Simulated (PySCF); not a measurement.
# C5H9FSi: the cost of one run

Computed with PySCF 2.14.0 and routines of our own; the level stands in each step. Atoms count from 0.

## 1. The system as given

16 atoms, charge 0, multiplicity 1; geometry from: GFN2-xTB.

## 2. Magnetic properties: GIAO HF/pcSseg-1

Job settings and geometry (Å):

```
{"job": {"kind": "mag", "xc": "HF", "basis": "pcSseg-1", "isotopologues": 2}, "charge": 0, "multiplicity": 1}
C      2.043778    -0.457674     0.818774
C      0.951624    -0.244384     0.105873
C      0.018254    -1.329591    -0.354017
Si    -1.724056    -0.570561    -0.186054
C     -1.020711     1.206908     0.076949
F     -1.656258     2.155201    -0.715662
C      0.462676     1.118433    -0.290905
H      2.680564     0.349017     1.140712
H      2.355006    -1.450158     1.098173
H      0.179103    -2.248332     0.206041
H      0.229862    -1.557757    -1.401427
H     -2.526483    -0.636754    -1.404550
H     -2.450419    -1.034003     0.996750
H     -1.141799     1.568235     1.103920
H      0.540138     1.228584    -1.377094
H      1.051123     1.911781     0.171105
```

With the program's defaults for keys left out, this is: GIAO HF/pcSseg-1 magnetisability, rotational g tensor and spin-rotation constants, non-relativistic, gas phase.

On the command line:

```
> OMP_NUM_THREADS=1 python excited_run.py task.json out
```

The driver reads the jobs from task.json and runs them one after another.

Q: Estimate the wall time and peak memory of this first job on 1 thread of Intel Xeon 6975P-C, shared host.

About 9.6 s, with a peak of 0.8 GiB.
